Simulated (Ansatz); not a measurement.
The system is Hf2Pd2Se2Br2O3.

```
Hf Pd Se Br O
1.0
     5.76069    0.00496   -0.00286
    -0.52750    5.84664    0.03413
    -1.48435   -0.92642    6.64586
Hf Pd Se Br O
2 2 2 2 3
Direct
  0.74540 0.39602 0.34989
  0.28763 0.45322 0.59401
  0.90854 0.13294 0.84849
  0.25249 0.90323 0.35874
  0.63469 0.40355 0.93716
  0.62597 0.78174 0.53023
  0.85273 0.99089 0.15355
  0.22526 0.82084 0.86223
  0.96040 0.28925 0.59026
  0.43233 0.24524 0.40864
  0.07457 0.58308 0.36682
```

The cell was built by a generator and needn't be a form met in nature.

```yaml
Program: Ansatz 0.2.0
Task: relaxation of cell and atoms
Functional: PBE
Dispersion: D3(BJ)
Potentials_or_basis: all-electron PAW datasets made for the crystal
k_mesh: 3 × 3 × 2
Occupations: fermi-dirac, width 0.05 eV
Spin: no spin polarisation
```

At the start: volume 20.36 Å³/atom.

**Question.** Where does the relaxation end?

**Answer.** Over 6 steps the energy falls by 5.6 meV/atom and the volume is 19.64 Å³/atom (-3.6 %); space group P1 (No. 1, to 0.05 Å).

The path:
```csv
step,energy change (eV),largest force (eV/Å),volume (Å³)
1,0.0000,0.0340,224.01
2,-0.0118,0.3173,211.46
3,-0.0596,0.0717,216.81
4,-0.0608,0.0524,216.35
5,-0.0615,0.0128,216.06
6,-0.0614,0.0128,216.06
```

Final structure:
```xyz
11
Lattice="5.7159 0.0038 -0.0093 -0.5246 5.7857 0.0010 -1.4801 -0.9541 6.5352" Properties=species:S:1:pos:R:3 pbc="T T T"
Hf    3.5306    1.9617    2.2633
Hf    0.5313    2.0633    3.8927
Pd    3.8789   -0.0520    5.5391
Pd    0.4297    4.8856    2.3386
Se    2.0314    1.4490    6.1087
Se    2.3939    4.0445    3.4710
Br    4.0937    5.5491    0.9908
Br   -0.3951    3.9409    5.6826
O     4.4649    1.1146    3.8590
O     1.7295    1.0312    2.6342
O    -0.4211    3.0239    2.3815
```

Caveat: the k mesh is coarse (spacing up to 0.47 Å⁻¹), so the values aren't converged.
